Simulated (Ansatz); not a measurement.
Consider a convergence test of the k-point mesh of Mg, space group I4/mmm (Ansatz's Python interface).

`kconv.py`
```python
"""k-point test for Mg."""

import csv
import warnings

import ansatz as az
import numpy as np

SETTINGS = {
    "xc": "r2SCAN",
    "dispersion": "D3(BJ)",
    "sigma": 0.05,
    "max_iterations": 80,
}


def main() -> None:
    warnings.simplefilter("ignore", az.DeckWarning)

    vectors = np.array([
        [-1.83599163, 1.83599163, 1.67940402],
        [1.83599163, -1.83599163, 1.67940402],
        [1.83599163, 1.83599163, -1.67940402],
    ])
    xtal = az.Lattice.of(vectors).atom("Mg", [0.0, 0.0, 0.0])

    job = (
        xtal.calculation()
        .functional(SETTINGS["xc"], dispersion=SETTINGS["dispersion"])
        .pseudopotentials("nc")
        .accuracy("low")
        .occupations(az.OccupationsMethod.FERMI_DIRAC, width=SETTINGS["sigma"])
        .scf(max_iterations=SETTINGS["max_iterations"])
        .stress()
    )

    rows = []
    for value in [(3, 3, 3), (4, 4, 4), (6, 6, 6), (7, 7, 7), (9, 9, 9), (11, 11, 11)]:
        report = job.kpoints(mesh=value).run(threads=1, backend="cpu").report
        rows.append((value, report["free_energy_ev"] / len(report["lattice"]["sites"]), report["n_iterations"], sum(report["stress_gpa"][i][i] for i in range(3)) / 3, report["n_kpoints"]))

    with open("kconv.csv", "w", newline="") as handle:
        writer = csv.writer(handle)
        writer.writerow(["mesh", "F/atom (eV)", "iterations", "P (GPa)", "k-points"])
        writer.writerows([round(v, 5) if isinstance(v, float) else v for v in row] for row in rows)

    # differences from the last row
    for row in rows[:-1]:
        shift = 1000 * (row[1] - rows[-1][1])
        print(f"{row[0]}: {shift:+.2f} meV/atom" + ("  (within 5 meV)" if abs(shift) < 5 else ""))


if __name__ == "__main__":
    main()
```

From which mesh on is the energy per atom within 5 meV of the last row, and how does it get there?

From 9×9×9 on it stays within 5 meV an atom of the value at 11×11×11; the first row (3×3×3) is off by 395.1 meV and the last but one by 4.67 meV. That rests on few rows after larger swings, so the series isn't shown to be converged. This holds for F at a smearing of 0.05 eV; a narrower one needs a denser mesh. It goes up and down, since the sum over k-points isn't variational. The pressure moves from -1.23 to -1.09 GPa.

What the script printed:

```console
$ python kconv.py
(3, 3, 3): +395.14 meV/atom
(4, 4, 4): -34.50 meV/atom
(6, 6, 6): +14.68 meV/atom
(7, 7, 7): -18.69 meV/atom
(9, 9, 9): +4.67 meV/atom  (within 5 meV)
```

It writes `kconv.csv`:
```csv
mesh,F/atom (eV),iterations,P (GPa),k-points
"(3, 3, 3)",-1652.2646,6,-1.23136,6
"(4, 4, 4)",-1652.69424,6,-1.21332,13
"(6, 6, 6)",-1652.64505,6,-1.18001,30
"(7, 7, 7)",-1652.67843,6,-1.17117,40
"(9, 9, 9)",-1652.65507,6,-1.19746,75
"(11, 11, 11)",-1652.65974,6,-1.08753,126
```

What to keep in mind:
- The dispersion term runs with damping parameters of another functional.
- Such functionals run on norm-conserving files made under PBE, which can move pressures by some GPa.
- Dispersion corrections can be off by several per cent in the lattices of metals, and by several GPa in the pressure at a fixed cell.
- Pressure is positive in compression.
- This isn't the structure that Mg takes at ambient conditions.
- Shifts are counted from the finest mesh, which is itself no proven limit.
- The script silences the warnings on its input, which a real study should read.
- Timing: 21 s on 1 thread of Intel(R) Xeon(R) Platinum 8375C CPU @ 2.90GHz (Ice Lake) (shared host), peak memory 0.51 GiB.

(Lines on the test bed's own set-up are left out of the output.)
